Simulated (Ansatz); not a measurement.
# A workflow on CH2NSn (SMILES N#[C][SnH2])

Wanted: a series of 115 runs (U-r2SCAN/def2-SVP, r2SCAN/def2-SVP, UPBE/def2-TZVPP, PBE/def2-TZVPP, UB3LYP/def2-TZVPP, B3LYP/def2-TZVPP, UHF/def2-TZVPP, HF/def2-TZVPP, and more) of CH2NSn and its partners. 

The results are computed with Ansatz 0.2.0.

### 1 Starting point

The species is CH2NSn (5 atoms), meant as a doublet with charge 0. SMILES: `N#[C][SnH2]`. Geometry: relaxed at PBE0-D4/def2-TZVP. The run starts from this shape.

Bond lengths: N1–C2 1.154 Å, C2–Sn3 2.115 Å, Sn3–H4 1.710 Å, Sn3–H5 1.710 Å. Angles: N1–C2–Sn3 175.8°, C2–Sn3–H4 105.7°, C2–Sn3–H5 105.7°, H4–Sn3–H5 113.6°.

### 2 A geometry optimisation at U-r2SCAN/def2-SVP (core potential) (run 1)

molecule.yaml

```yaml
crystal:
  periodic: [false, false, false]
  atoms:
    - {symbol: N, position_ang: [0.833800, -1.535700, 1.665600]}
    - {symbol: C, position_ang: [0.506000, -0.851500, 0.796000]}
    - {symbol: Sn, position_ang: [0.009600, 0.331100, -0.886300]}
    - {symbol: H, position_ang: [-1.648500, 0.038200, -1.184000]}
    - {symbol: H, position_ang: [0.349000, 1.944400, -0.432600]}
basis:
  gaussian: {orbitals: def2-SVP}
relax: {}
hamiltonian: {xc: r2scan}
magnetization: {spin_polarized: true, initial_magnetization: 1}
```

Run with:

```bash
$ ansatz run molecule.yaml --threads 1 --pin off --max-ram 3480MiB --events-out events.jsonl --progress --plain --runs-dir runs
```

The program printed, cut to the lines that bear on the results:

```text
Warning: RAYON_NUM_THREADS=1 ignored (pool sized by the plan → 1); use --threads N
[...]
Functional definition: r2SCAN
  name "r2SCAN"
[...]
737 factors; their error is unknown
[...]
mean field -8387.48660384 eV, -308.2344474485 hartree, gradient 5.5e-5 eV, S^2 0.752807; 0 other end points of the search recorded, 0 dependent functions left out
[...]
reference -8387.48661525 eV, -308.2344478676 hartree; 19, 18 occupied and 45, 46 virtual orbitals, 737 factors
relax step   1: F+E_penalty+E_count = -8387.48660384 eV  Δ(F+E_penalty+E_count) = +0.000e0 eV  max|allowed force component| = 1.258e0 eV/Å  Δτ_max = 0.0000 Å  (31 SCF iters, accepted)
[...]
relax step   2: F+E_penalty+E_count = -8387.50061105 eV  Δ(F+E_penalty+E_count) = -1.401e-2 eV  max|allowed force component| = 7.575e-2 eV/Å  Δτ_max = 0.0195 Å  (37 SCF iters, accepted)
[...]
relax step   3: F+E_penalty+E_count = -8387.50076260 eV  Δ(F+E_penalty+E_count) = -1.515e-4 eV  max|allowed force component| = 6.370e-3 eV/Å  Δτ_max = 0.0038 Å  (31 SCF iters, accepted)
737 factors; their error is unknown
[...]
mean field -8387.50076260 eV, -308.2349677733 hartree, gradient 1.4e-5 eV, S^2 0.752899; 1 other end points of the search recorded, 0 dependent functions left out
[...]
reference -8387.50077400 eV, -308.2349681922 hartree; 19, 18 occupied and 45, 46 virtual orbitals, 737 factors
Total energy: -8387.50077400 eV, -308.2349681922 hartree
Atom 0 at     0.837029    -1.545020     1.679420 Å, force    -0.003509     0.005467    -0.005956 eV/Å
Atom 1 at     0.508054    -0.853968     0.797540 Å, force     0.004857    -0.006370     0.005128 eV/Å
Atom 2 at     0.013471     0.333709    -0.902800 Å, force     0.004519    -0.005854     0.002441 eV/Å
Atom 3 at    -1.656265     0.039540    -1.184472 Å, force    -0.003885     0.002421    -0.001130 eV/Å
Atom 4 at     0.347612     1.952238    -0.430988 Å, force    -0.001982     0.004337    -0.000483 eV/Å
Dipole moment:    -0.190289     0.476758    -0.705064 e Å
```

Run time: 10 s. Hardware: 1 thread of Intel Xeon 6975P-C (Granite Rapids), shared host; peak memory 0.19 GiB.

Step by step:

```csv
step,energy from the first frame kept (eV),largest force (eV/Å)
1,0.0000,1.6705
2,-0.0140,0.0983
3,-0.0142,0.0095
```

After the run. Bond lengths: N1–C2 1.168 Å, C2–Sn3 2.132 Å, Sn3–H4 1.719 Å, Sn3–H5 1.719 Å. Angles: N1–C2–Sn3 175.8°, C2–Sn3–H4 105.1°, C2–Sn3–H5 105.1°, H4–Sn3–H5 113.3°.

### 3 The singlet cation: a structure relaxation at r2SCAN/def2-SVP (core potential) (run 2)

in.yaml

```yaml
crystal:
  periodic: [false, false, false]
  atoms:
    - {symbol: "N", position_ang: [0.833800, -1.535700, 1.665600]}
    - {symbol: C, position_ang: [0.506000, -0.851500, 0.796000]}
    - {symbol: Sn, position_ang: [0.009600, 0.331100, -0.886300]}
    - {symbol: H, position_ang: [-1.648500, 0.038200, -1.184000]}
    - {symbol: H, position_ang: [0.349000, 1.944400, -0.432600]}
basis:
  gaussian: {orbitals: def2-SVP}
magnetization: {spin_polarized: false}
total_charge: 1
hamiltonian: {xc: {name: r2SCAN}}
relax: {}
```

Run with:

```bash
$ ansatz run in.yaml --threads 1 --pin off --max-ram 3480MiB --events-out events.jsonl --progress --plain --runs-dir runs
```

The program printed, cut to the lines that bear on the results:

```text
Warning: RAYON_NUM_THREADS=1 ignored (pool sized by the plan → 1); use --threads N
[...]
Functional definition: r2SCAN
  name "r2SCAN"
[...]
737 factors; their error is unknown
[...]
mean field -8378.24949378 eV, -307.8949899150 hartree, gradient 3.8e-5 eV, S^2 0.000000; 0 other end points of the search recorded, 0 dependent functions left out
[...]
reference -8378.24950329 eV, -307.8949902644 hartree; 18, 18 occupied and 46, 46 virtual orbitals, 737 factors
relax step   1: F+E_penalty+E_count = -8378.24949378 eV  Δ(F+E_penalty+E_count) = +0.000e0 eV  max|allowed force component| = 2.522e0 eV/Å  Δτ_max = 0.0000 Å  (27 SCF iters, accepted)
[...]
relax step   5: F+E_penalty+E_count = -8379.11391206 eV  Δ(F+E_penalty+E_count) = -1.385e-3 eV  max|allowed force component| = 1.951e-2 eV/Å  Δτ_max = 0.0085 Å  (28 SCF iters, accepted)
[...]
relax step   6: F+E_penalty+E_count = -8379.11395962 eV  Δ(F+E_penalty+E_count) = -4.756e-5 eV  max|allowed force component| = 5.690e-3 eV/Å  Δτ_max = 0.0018 Å  (22 SCF iters, accepted)
737 factors; their error is unknown
[...]
mean field -8379.11395962 eV, -307.9267584484 hartree, gradient 1.5e-5 eV, S^2 0.000000; 1 other end points of the search recorded, 0 dependent functions left out
[...]
reference -8379.11396910 eV, -307.9267587969 hartree; 18, 18 occupied and 46, 46 virtual orbitals, 737 factors
Total energy: -8379.11396910 eV, -307.9267587969 hartree
Atom 0 at     0.928027    -1.616410     1.617411 Å, force     0.002692    -0.004387     0.003961 eV/Å
Atom 1 at     0.492367    -0.855876     0.844806 Å, force    -0.002797     0.004347    -0.003576 eV/Å
Atom 2 at    -0.278153     0.487965    -0.518385 Å, force    -0.000497     0.001209    -0.001761 eV/Å
Atom 3 at    -1.612759    -0.062912    -1.393566 Å, force     0.005649     0.004520     0.002700 eV/Å
Atom 4 at     0.520419     1.973732    -0.591566 Å, force    -0.005047    -0.005690    -0.001323 eV/Å
Dipole moment:    -0.355110     0.619496    -0.628668 e Å
```

It took 9.6 s on 1 thread of Intel Xeon 6975P-C (Granite Rapids), shared host; peak memory 0.15 GiB.

The path in brief:

```csv
step,energy from the first frame kept (eV),largest force (eV/Å)
1,0.0000,2.7589
2,-0.5750,1.5307
3,-0.8330,0.4353
4,-0.8630,0.4756
5,-0.8644,0.0289
6,-0.8645,0.0077
```

After the run. Bond lengths: N1–C2 1.168 Å, C2–Sn3 2.063 Å, Sn3–H4 1.688 Å, Sn3–H5 1.688 Å. Angles: N1–C2–Sn3 179.9°, C2–Sn3–H4 115.2°, C2–Sn3–H5 115.2°, H4–Sn3–H5 129.7°.

Runs 3 to 111 aren't shown in full; the table further down has their settings and results.

### 4 CH2Sn: a single-point energy at BLYP/def2-TZVPP (core potential) (run 112)

input.yaml

```yaml
crystal:
  periodic: [false, false, false]
  atoms:
    - {symbol: C, position_ang: [0.676003, -1.017873, 0.765648]}
    - {symbol: Sn, position_ang: [-0.205652, 0.380970, -0.440185]}
    - {symbol: H, position_ang: [-1.607498, 0.113838, -1.384929]}
    - {symbol: H, position_ang: [0.353247, 1.985264, -0.647433]}
basis:
  gaussian: {orbitals: def2-TZVPP}
hamiltonian: {xc: {name: BLYP}}
```

Run with:

```bash
$ ansatz run input.yaml --threads 1 --pin off --max-ram 3480MiB --events-out events.jsonl --progress --plain --runs-dir runs
```

The program printed:

```text
Warning: RAYON_NUM_THREADS=1 ignored (pool sized by the plan → 1); use --threads N
Functional definition: BLYP
  name "BLYP"
  parameter beta = 0.0042
  parameter a = 0.04918
  parameter b = 0.132
  parameter c = 0.2533
  parameter d = 0.349
  exchange = b88_x(beta = beta)
  correlation = lyp_c(a = a, b = b, c = c, d = d)
686 factors; their error is unknown
mean field evaluation 1: about -6886.1371 eV, gradient 4.7e1 eV
mean field evaluation 2: about -6827.8206 eV, gradient 1.1e2 eV
mean field evaluation 4: about -6892.9339 eV, gradient 1.0e1 eV
mean field evaluation 8: about -6893.1785 eV, gradient 6.5e-2 eV
mean field evaluation 16: about -6893.1711 eV, gradient 1.5e-5 eV
mean field -6893.17114342 eV, -253.3193671613 hartree, gradient 1.5e-5 eV, S^2 0.000000; 2 other end points of the search recorded, 0 dependent functions left out
reference -6893.17145123 eV, -253.3193784734 hartree; 15, 15 occupied and 94, 94 virtual orbitals, 686 factors
Total energy: -6893.17145123 eV, -253.3193784734 hartree
```

It took 1.2 s on 1 thread of Intel Xeon 6975P-C (Granite Rapids), shared host; peak memory 0.12 GiB.

Runs 113 to 114 aren't shown in full; the table further down has their settings and results.

### 5 CHNSn: a single-point energy at BLYP/def2-TZVPP (core potential) (run 115)

input.yaml

```yaml
crystal:
  periodic: [false, false, false]
  atoms:
    - {symbol: N, position_ang: [0.825234, -1.454403, 1.680160]}
    - {symbol: C, position_ang: [0.537092, -0.778360, 0.769987]}
    - {symbol: Sn, position_ang: [-0.061873, 0.293425, -1.038613]}
    - {symbol: H, position_ang: [0.397947, 1.827638, -0.268834]}
basis:
  gaussian:
    orbitals: def2-TZVPP
magnetization:
  spin_polarized: false
hamiltonian:
  xc: {name: BLYP}
```

Run with:

```bash
$ ansatz run input.yaml --threads 1 --pin off --max-ram 3480MiB --events-out events.jsonl --progress --plain --runs-dir runs
```

The program printed:

```text
Warning: RAYON_NUM_THREADS=1 ignored (pool sized by the plan → 1); use --threads N
Functional definition: BLYP
  name "BLYP"
  parameter beta = 0.0042
  parameter a = 0.04918
  parameter b = 0.132
  parameter c = 0.2533
  parameter d = 0.349
  exchange = b88_x(beta = beta)
  correlation = lyp_c(a = a, b = b, c = c, d = d)
782 factors; their error is unknown
mean field evaluation 1: about -8364.5038 eV, gradient 5.8e1 eV
mean field evaluation 2: about -8231.3787 eV, gradient 1.8e2 eV
mean field evaluation 4: about -8368.3217 eV, gradient 4.7e1 eV
mean field evaluation 8: about -8372.8082 eV, gradient 2.2e-1 eV
mean field evaluation 16: about -8372.7988 eV, gradient 2.4e-4 eV
mean field -8372.79883363 eV, -307.6946818491 hartree, gradient 3.8e-5 eV, S^2 0.000000; 0 other end points of the search recorded, 0 dependent functions left out
reference -8372.79912435 eV, -307.6946925327 hartree; 18, 18 occupied and 108, 108 virtual orbitals, 782 factors
Total energy: -8372.79912435 eV, -307.6946925327 hartree
```

It took 1.1 s on 1 thread of Intel Xeon 6975P-C (Granite Rapids), shared host; peak memory 0.14 GiB.

### 6 All runs side by side

```csv
run,level,broken bond,fragment atoms,partner,energy (Eh),wall time
1,U-r2SCAN/def2-SVP (core potential),–,–,base,-308.234968,10 s
2,r2SCAN/def2-SVP (core potential),–,–,cation,-307.926759,9.6 s
3,r2SCAN/def2-SVP (core potential),–,–,anion,-308.331222,12 s
4,r2SCAN/def2-SVP (core potential),"(3, 2)","(3, 4, 5)",fragment,-215.523045,2.7 s
5,U-r2SCAN/def2-SVP,"(3, 2)","(1, 2)",fragment,-92.586988,2.3 s
6,r2SCAN/def2-SVP (core potential),"(2, 1)","(2, 3, 4, 5)",fragment,-253.369005,8.1 s
7,r2SCAN/def2-SVP (core potential),"(4, 3)","(1, 2, 3, 5)",fragment,-307.660103,9.9 s
8,UPBE/def2-TZVPP (core potential),–,–,base,-308.211920,2.1 s
9,PBE/def2-TZVPP (core potential),–,–,cation,-307.909670,1.2 s
10,PBE/def2-TZVPP (core potential),–,–,anion,-308.313662,1.1 s
11,PBE/def2-TZVPP (core potential),"(3, 2)","(3, 4, 5)",fragment,-215.449061,0.58 s
12,UPBE/def2-TZVPP,"(3, 2)","(1, 2)",fragment,-92.642507,0.67 s
13,PBE/def2-TZVPP (core potential),"(2, 1)","(2, 3, 4, 5)",fragment,-253.321550,1.2 s
14,UPBE/def2-TZVPP,"(2, 1)",(1),fragment,-54.532142,0.16 s
15,UPBE/def2-TZVPP,"(4, 3)",(4),fragment,-0.499616,0.08 s
16,PBE/def2-TZVPP (core potential),"(4, 3)","(1, 2, 3, 5)",fragment,-307.643578,1.1 s
17,UB3LYP/def2-TZVPP (core potential),–,–,base,-308.406568,3.9 s
18,B3LYP/def2-TZVPP (core potential),–,–,cation,-308.099028,2 s
19,B3LYP/def2-TZVPP (core potential),–,–,anion,-308.513300,1.6 s
20,B3LYP/def2-TZVPP (core potential),"(3, 2)","(3, 4, 5)",fragment,-215.538701,0.5 s
21,UB3LYP/def2-TZVPP,"(3, 2)","(1, 2)",fragment,-92.748799,0.52 s
22,B3LYP/def2-TZVPP (core potential),"(2, 1)","(2, 3, 4, 5)",fragment,-253.454835,1.1 s
23,UB3LYP/def2-TZVPP,"(2, 1)",(1),fragment,-54.603975,0.16 s
24,UB3LYP/def2-TZVPP,"(4, 3)",(4),fragment,-0.502154,0.1 s
25,B3LYP/def2-TZVPP (core potential),"(4, 3)","(1, 2, 3, 5)",fragment,-307.834862,1.4 s
26,UHF/def2-TZVPP (core potential),–,–,base,-306.825034,6.9 s
27,HF/def2-TZVPP (core potential),–,–,cation,-306.533800,1.4 s
28,HF/def2-TZVPP (core potential),–,–,anion,-306.891231,0.79 s
29,HF/def2-TZVPP (core potential),"(3, 2)","(3, 4, 5)",fragment,-214.475480,0.32 s
30,UHF/def2-TZVPP,"(3, 2)","(1, 2)",fragment,-92.238379,0.48 s
31,HF/def2-TZVPP (core potential),"(2, 1)","(2, 3, 4, 5)",fragment,-252.152776,1.3 s
32,UHF/def2-TZVPP,"(2, 1)",(1),fragment,-54.402746,0.06 s
33,UHF/def2-TZVPP,"(4, 3)",(4),fragment,-0.499810,0.04 s
34,HF/def2-TZVPP (core potential),"(4, 3)","(1, 2, 3, 5)",fragment,-306.260791,0.76 s
35,UMP2/def2-TZVPP (core potential),–,–,base,-307.466435,4.8 s
36,MP2/def2-TZVPP (core potential),–,–,cation,-307.168058,2.2 s
37,MP2/def2-TZVPP (core potential),–,–,anion,-307.567424,2.2 s
38,MP2/def2-TZVPP (core potential),"(3, 2)","(3, 4, 5)",fragment,-214.792814,0.58 s
39,UMP2/def2-TZVPP,"(3, 2)","(1, 2)",fragment,-92.511337,0.65 s
40,MP2/def2-TZVPP (core potential),"(2, 1)","(2, 3, 4, 5)",fragment,-252.611424,2.2 s
41,UMP2/def2-TZVPP,"(2, 1)",(1),fragment,-54.497613,0.08 s
42,UHF/def2-TZVPP,"(4, 3)",(4),fragment,-0.499810,0.04 s
43,MP2/def2-TZVPP (core potential),"(4, 3)","(1, 2, 3, 5)",fragment,-306.901322,2.3 s
44,U-wB97M-V/def2-TZVPP (core potential),–,–,base,-308.251343,9.9 s
45,wB97M-V/def2-TZVPP (core potential),–,–,cation,-307.947022,5.7 s
46,wB97M-V/def2-TZVPP (core potential),–,–,anion,-308.353243,5.4 s
47,wB97M-V/def2-TZVPP (core potential),"(3, 2)","(3, 4, 5)",fragment,-215.399508,1.7 s
48,U-wB97M-V/def2-TZVPP,"(3, 2)","(1, 2)",fragment,-92.718710,2.5 s
49,wB97M-V/def2-TZVPP (core potential),"(2, 1)","(2, 3, 4, 5)",fragment,-253.303827,8.4 s
50,U-wB97M-V/def2-TZVPP,"(2, 1)",(1),fragment,-54.592608,0.36 s
51,U-wB97M-V/def2-TZVPP,"(4, 3)",(4),fragment,-0.494111,0.14 s
52,wB97M-V/def2-TZVPP (core potential),"(4, 3)","(1, 2, 3, 5)",fragment,-307.683453,4.8 s
53,U-r2SCAN/def2-TZVPP (core potential),–,–,base,-308.356466,5.1 s
54,r2SCAN/def2-TZVPP (core potential),–,–,cation,-308.047904,2.1 s
55,r2SCAN/def2-TZVPP (core potential),–,–,anion,-308.456903,2.2 s
56,r2SCAN/def2-TZVPP (core potential),"(3, 2)","(3, 4, 5)",fragment,-215.532245,0.81 s
57,U-r2SCAN/def2-TZVPP,"(3, 2)","(1, 2)",fragment,-92.697546,0.81 s
58,r2SCAN/def2-TZVPP (core potential),"(2, 1)","(2, 3, 4, 5)",fragment,-253.427472,1.7 s
59,U-r2SCAN/def2-TZVPP,"(2, 1)",(1),fragment,-54.581014,0.28 s
60,U-r2SCAN/def2-TZVPP,"(4, 3)",(4),fragment,-0.499927,0.2 s
61,r2SCAN/def2-TZVPP (core potential),"(4, 3)","(1, 2, 3, 5)",fragment,-307.779746,1.9 s
62,UPBE0-D4/def2-TZVPP (core potential),–,–,base,-308.222872,3 s
63,PBE0-D4/def2-TZVPP (core potential),–,–,cation,-307.917094,1.5 s
64,PBE0-D4/def2-TZVPP (core potential),–,–,anion,-308.323623,1.6 s
65,PBE0-D4/def2-TZVPP (core potential),"(3, 2)","(3, 4, 5)",fragment,-215.459194,0.71 s
66,UPBE0-D4/def2-TZVPP,"(3, 2)","(1, 2)",fragment,-92.633767,0.45 s
67,PBE0-D4/def2-TZVPP (core potential),"(2, 1)","(2, 3, 4, 5)",fragment,-253.326762,0.95 s
68,UPBE0-D4/def2-TZVPP,"(2, 1)",(1),fragment,-54.543817,0.12 s
69,UPBE0-D4/def2-TZVPP,"(4, 3)",(4),fragment,-0.501036,0.06 s
70,PBE0-D4/def2-TZVPP (core potential),"(4, 3)","(1, 2, 3, 5)",fragment,-307.648934,1.3 s
71,USVWN5/def2-TZVPP (core potential),–,–,base,-307.185055,1.1 s
72,SVWN5/def2-TZVPP (core potential),–,–,cation,-306.878595,0.83 s
73,SVWN5/def2-TZVPP (core potential),–,–,anion,-307.293216,0.72 s
74,SVWN5/def2-TZVPP (core potential),"(3, 2)","(3, 4, 5)",fragment,-215.098143,0.36 s
75,USVWN5/def2-TZVPP,"(3, 2)","(1, 2)",fragment,-91.949188,0.34 s
76,SVWN5/def2-TZVPP (core potential),"(2, 1)","(2, 3, 4, 5)",fragment,-252.665589,0.68 s
77,USVWN5/def2-TZVPP,"(2, 1)",(1),fragment,-54.132858,0.08 s
78,USVWN5/def2-TZVPP,"(4, 3)",(4),fragment,-0.478344,0.06 s
79,SVWN5/def2-TZVPP (core potential),"(4, 3)","(1, 2, 3, 5)",fragment,-306.624268,0.66 s
80,UB2PLYP/def2-TZVPP (core potential),–,–,base,-308.050407,7.2 s
81,B2PLYP/def2-TZVPP (core potential),–,–,cation,-307.747281,3.9 s
82,B2PLYP/def2-TZVPP (core potential),–,–,anion,-308.152072,3.6 s
83,B2PLYP/def2-TZVPP (core potential),"(3, 2)","(3, 4, 5)",fragment,-215.245054,1.1 s
84,UB2PLYP/def2-TZVPP,"(3, 2)","(1, 2)",fragment,-92.682371,0.74 s
85,B2PLYP/def2-TZVPP (core potential),"(2, 1)","(2, 3, 4, 5)",fragment,-253.131305,2.3 s
86,UB2PLYP/def2-TZVPP,"(2, 1)",(1),fragment,-54.569297,0.16 s
87,UB2PLYP/def2-TZVPP,"(4, 3)",(4),fragment,-0.498613,0.06 s
88,B2PLYP/def2-TZVPP (core potential),"(4, 3)","(1, 2, 3, 5)",fragment,-307.481918,2.9 s
89,RPA@PBE/def2-TZVPP (core potential),–,–,base,-307.759100,5.7 s
90,RPA@PBE/def2-TZVPP (core potential),–,–,cation,-307.447609,3.6 s
91,RPA@PBE/def2-TZVPP (core potential),–,–,anion,-307.866979,3.3 s
92,RPA@PBE/def2-TZVPP (core potential),"(3, 2)","(3, 4, 5)",fragment,-214.936061,1 s
93,RPA@PBE/def2-TZVPP,"(3, 2)","(1, 2)",fragment,-92.711224,1.3 s
94,RPA@PBE/def2-TZVPP (core potential),"(2, 1)","(2, 3, 4, 5)",fragment,-252.848015,4.5 s
95,RPA@PBE/def2-TZVPP,"(2, 1)",(1),fragment,-54.591651,0.16 s
96,RPA@PBE/def2-TZVPP,"(4, 3)",(4),fragment,-0.517613,0.06 s
97,RPA@PBE/def2-TZVPP (core potential),"(4, 3)","(1, 2, 3, 5)",fragment,-307.170066,3 s
98,UCAM-B3LYP/def2-TZVPP (core potential),–,–,base,-308.267667,3.9 s
99,CAM-B3LYP/def2-TZVPP (core potential),–,–,cation,-307.958767,2.1 s
100,CAM-B3LYP/def2-TZVPP (core potential),–,–,anion,-308.372445,1.9 s
101,CAM-B3LYP/def2-TZVPP (core potential),"(3, 2)","(3, 4, 5)",fragment,-215.440105,0.6 s
102,UCAM-B3LYP/def2-TZVPP,"(3, 2)","(1, 2)",fragment,-92.699667,0.68 s
103,CAM-B3LYP/def2-TZVPP (core potential),"(2, 1)","(2, 3, 4, 5)",fragment,-253.329269,1.6 s
104,UCAM-B3LYP/def2-TZVPP,"(2, 1)",(1),fragment,-54.582631,0.14 s
105,UCAM-B3LYP/def2-TZVPP,"(4, 3)",(4),fragment,-0.498811,0.08 s
106,CAM-B3LYP/def2-TZVPP (core potential),"(4, 3)","(1, 2, 3, 5)",fragment,-307.695215,1.6 s
107,UBLYP/def2-TZVPP (core potential),–,–,base,-308.257255,2.5 s
108,BLYP/def2-TZVPP (core potential),–,–,cation,-307.957562,1.3 s
109,BLYP/def2-TZVPP (core potential),–,–,anion,-308.359599,1.2 s
110,BLYP/def2-TZVPP (core potential),"(3, 2)","(3, 4, 5)",fragment,-215.407065,0.44 s
111,UBLYP/def2-TZVPP,"(3, 2)","(1, 2)",fragment,-92.740431,0.81 s
112,BLYP/def2-TZVPP (core potential),"(2, 1)","(2, 3, 4, 5)",fragment,-253.319378,1.2 s
113,UBLYP/def2-TZVPP,"(2, 1)",(1),fragment,-54.589398,0.14 s
114,UBLYP/def2-TZVPP,"(4, 3)",(4),fragment,-0.497552,0.08 s
115,BLYP/def2-TZVPP (core potential),"(4, 3)","(1, 2, 3, 5)",fragment,-307.694693,1.1 s
```

### 7 Outcome

| quantity | value |
| --- | --- |
| CHNSn, run 115: total energy | -307.69469 Eh |
| adiabatic electron affinity (to the singlet anion, shapes relaxed at r2SCAN/def2-SVP, no zero-point term), U-wB97M-V/def2-TZVPP | 2.773 eV |
| adiabatic electron affinity (to the singlet anion, shapes relaxed at r2SCAN/def2-SVP, no zero-point term), UPBE0-D4/def2-TZVPP | 2.742 eV |
| adiabatic electron affinity (to the singlet anion, shapes relaxed at r2SCAN/def2-SVP, no zero-point term), UBLYP/def2-TZVPP | 2.785 eV |
| dissociation energy of the Sn3–C2 bond into singlet SnH2 and doublet CN (shapes relaxed at r2SCAN/def2-SVP, no zero-point term), UPBE/def2-TZVPP | 3.275 eV |
| dissociation energy of the C2–N1 bond into singlet CH2Sn and quartet N (shapes relaxed at r2SCAN/def2-SVP, no zero-point term), UHF/def2-TZVPP | 7.334 eV |
| dissociation energy of the H4–Sn3 bond into doublet H and singlet CHNSn (shapes relaxed at r2SCAN/def2-SVP, no zero-point term), UB2PLYP/def2-TZVPP | 1.901 eV |
| adiabatic ionisation energy (to the singlet cation, shapes relaxed at r2SCAN/def2-SVP, no zero-point term), UPBE0-D4/def2-TZVPP | 8.321 eV |
| adiabatic ionisation energy (to the singlet cation, shapes relaxed at r2SCAN/def2-SVP, no zero-point term), RPA@PBE/def2-TZVPP | 8.476 eV |

**Reading.** At U-wB97M-V/def2-TZVPP: the adiabatic electron affinity (to the singlet anion, shapes relaxed at r2SCAN/def2-SVP, no zero-point term) is 2.77 eV (268 kJ/mol). At UPBE0-D4/def2-TZVPP: the adiabatic electron affinity (to the singlet anion, shapes relaxed at r2SCAN/def2-SVP, no zero-point term) is 2.74 eV (63 kcal/mol). At UBLYP/def2-TZVPP: the adiabatic electron affinity (to the singlet anion, shapes relaxed at r2SCAN/def2-SVP, no zero-point term) is 2.78 eV (269 kJ/mol). At UPBE/def2-TZVPP: the dissociation energy of the Sn3–C2 bond into singlet SnH2 and doublet CN (shapes relaxed at r2SCAN/def2-SVP, no zero-point term) is 3.27 eV (316 kJ/mol). At UHF/def2-TZVPP: the dissociation energy of the C2–N1 bond into singlet CH2Sn and quartet N (shapes relaxed at r2SCAN/def2-SVP, no zero-point term) is 7.33 eV (708 kJ/mol). At UB2PLYP/def2-TZVPP: the dissociation energy of the H4–Sn3 bond into doublet H and singlet CHNSn (shapes relaxed at r2SCAN/def2-SVP, no zero-point term) is 1.90 eV (183 kJ/mol). Totals of different functionals can't be ranked against each other. In runs 36, 38, 40, 43, 85, 94 the log says that unrestricted orbitals would lower the reference, so the values rest on an unstable closed-shell determinant (other closed-shell runs at this shape may share the fault). Spin contamination of the reference: run 30 ⟨S²⟩ = 1.16, run 39 ⟨S²⟩ = 1.16. All runs together took 3.9 min, the longest 12 s.
